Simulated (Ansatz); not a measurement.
## NbTe: projected density of states with LDA+U

Crystal: NbTe.

```
Nb Te
1.0
     3.42570    0.00000    0.00000
     0.00000    3.42570    0.00000
     0.00000    0.00000    3.42570
Nb Te
1 1
Direct
  0.50000 0.50000 0.50000
  0.00000 0.00000 0.00000
```

The cell was built by a generator and needn't be a form met in nature.

```
Program             : Ansatz 0.2.0
Task                : projected density of states
Functional          : LDA
Potentials or basis : Ansatz PAW
Cutoff              : 420 eV (not typed: the program's choice for these potentials)
k mesh              : 8 × 8 × 8
Occupations         : fermi-dirac, width 0.05 eV
Spin                : no spin polarisation
Hubbard terms       : Nb d U = 2 eV
Hubbard projectors  : ortho-atomic (the default)
Double counting     : fll (the default)
```

```
Pressure                             : -6.6 GPa
Band gap on the k mesh               : none (metal or under the smearing width)
Density of states at the Fermi level : 2.71 states/eV per cell
```

Levels at points of the mesh, in eV from the Fermi level:
| k point | band 12 | band 13 | band 14 | band 15 | band 16 | band 17 | band 18 | band 19 |
| --- | --- | --- | --- | --- | --- | --- | --- | --- |
| (0.00, 0.00, 0.00) | -2.89 | -1.29 | -1.29 | -1.29 | 1.11 | 1.11 | 1.11 | 3.32 |
| (0.00, 0.00, -0.50) | -2.79 | -2.79 | -2.16 | 1.26 | 2.00 | 4.59 | 4.71 | 4.71 |
| (0.00, -0.50, -0.50) | -5.58 | -2.81 | -0.28 | -0.28 | 0.50 | 1.18 | 2.20 | 3.87 |
| (-0.50, -0.50, -0.50) | -6.40 | -6.40 | 2.04 | 2.04 | 2.04 | 2.31 | 2.31 | 4.78 |

States per cell in windows of 0.5 eV (zero at the Fermi level; states under -8 eV left out):
```tsv
from (eV)	total	Nb 4d	Te 5p	Nb 5s	Te 5s	Nb 4s	Nb 4p
-8.0	0.05	0.01	0.03	0.01	0.00	0.00	0.00
-7.5	0.17	0.03	0.10	0.03	0.00	0.00	0.00
-7.0	0.29	0.04	0.19	0.04	0.01	0.00	0.00
-6.5	0.81	0.19	0.54	0.06	0.01	0.01	0.01
-6.0	0.72	0.17	0.49	0.03	0.01	0.00	0.01
-5.5	0.57	0.14	0.39	0.01	0.01	0.00	0.01
-5.0	0.49	0.14	0.32	0.01	0.01	0.00	0.00
-4.5	0.44	0.15	0.27	0.01	0.01	0.00	0.00
-4.0	0.45	0.16	0.25	0.01	0.02	0.00	0.00
-3.5	0.48	0.19	0.25	0.01	0.02	0.00	0.00
-3.0	0.70	0.27	0.38	0.02	0.02	0.00	0.00
-2.5	0.94	0.53	0.35	0.03	0.01	0.00	0.00
-2.0	1.11	0.89	0.17	0.02	0.00	0.00	0.00
-1.5	0.54	0.42	0.08	0.02	0.00	0.00	0.00
-1.0	0.24	0.17	0.04	0.02	0.00	0.00	0.00
-0.5	1.04	0.90	0.05	0.04	0.00	0.00	0.00
0.0	1.06	0.86	0.06	0.03	0.03	0.00	0.00
0.5	0.80	0.63	0.05	0.01	0.04	0.00	0.00
1.0	0.91	0.70	0.08	0.02	0.07	0.00	0.00
1.5	1.03	0.77	0.14	0.03	0.06	0.00	0.00
2.0	1.03	0.78	0.18	0.02	0.03	0.00	0.00
2.5	0.53	0.31	0.16	0.01	0.01	0.00	0.00
3.0	0.65	0.31	0.26	0.03	0.01	0.00	0.00
3.5	0.82	0.33	0.24	0.16	0.01	0.01	0.00
4.0	0.60	0.20	0.17	0.16	0.01	0.01	0.00
4.5	0.63	0.13	0.13	0.24	0.01	0.01	0.00
5.0	0.55	0.06	0.10	0.18	0.01	0.01	0.00
5.5	0.45	0.04	0.08	0.10	0.02	0.00	0.00
6.0	0.48	0.03	0.07	0.08	0.01	0.00	0.00
6.5	0.53	0.03	0.03	0.02	0.00	0.00	0.00
7.0	0.84	0.03	0.02	0.02	0.00	0.00	0.00
7.5	0.81	0.02	0.02	0.02	0.00	0.00	0.00
```

Eigenvalues of the final occupation matrices:
```csv
site,spin,trace,eigenvalues
site 1,1,2.29,0.38 0.38 0.38 0.57 0.57
```

It took 2.8 s on 2 threads of Arm Neoverse V2, on a shared host, peak memory 0.32 GiB.

Caveat: U without spin polarisation on a metal has little footing; the PAW data sets come from PBE, with cores solved anew for the run's functional, which leaves a small shift of forces and pressure; the U is typed as a test and isn't derived for this compound. The run has no spin-orbit coupling, so splittings on Te are missing.
